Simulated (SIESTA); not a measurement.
Crystal: HfIn4SiO6.

```
Hf In Si O
1.0
     5.69867    0.00381    0.01559
    -0.70506    6.10815   -0.00575
    -2.73718   -1.39557    6.63076
Hf In Si O
1 4 1 6
Cartesian
  0.2972 -0.0900 0.8831
  -0.4860 5.0863 4.8335
  2.9601 -0.6377 3.2997
  -0.4663 2.2403 3.5350
  2.4974 2.6606 1.3677
  2.2933 1.4988 5.6832
  0.7088 1.2617 5.2639
  3.2588 1.4387 4.3619
  5.4139 1.6003 0.0368
  2.4594 2.8937 6.5395
  -0.6297 -0.1526 2.6118
  2.1007 0.3624 1.4524
```

The cell was built by a generator and needn't be a form met in nature.

Base run:

- Program: SIESTA 5.4.2
- Functional: PBE
- Potentials or basis: PseudoDojo 0.4 standard (PBE files)
- Basis: DZP (energy shift 0.003 Ry; two zetas on semicore shells)
- Grid cutoff: 800 Ry
- Energy shift: 0.003 Ry
- k mesh: 5 × 5 × 4
- Occupations: fermi-dirac, width 0.05 eV
- Spin: no spin polarisation

Its results: band gap on the k mesh 0.86 eV, indirect (least direct gap 1.12 eV); pressure 1.5 GPa; largest force 0.398 eV/Å.

The run is repeated on the same cell with these changes: basis from DZP (energy shift 0.003 Ry; two zetas on semicore shells) to SZ (energy shift 0.003 Ry; radii capped at 9.5 bohr). What comes out?

Band gap on the k mesh 0.81 eV, indirect (least direct gap 1.12 eV); pressure 5.6 GPa; largest force 3.979 eV/Å.

Caveats: short orbitals over semicore shells can move pressures by several GPa; spin-orbit coupling is left out, which moves the levels of the heavy elements; the basis of atomic orbitals isn't converged, which shifts pressures, moduli and gaps; an odd mesh through Γ misses points on the zone boundary, where band edges often lie (some runs); the basis has no polarisation orbitals (some runs); forces of over 1 eV/Å show positions far from the minimum, so gaps and moduli don't describe the material at rest (some runs).
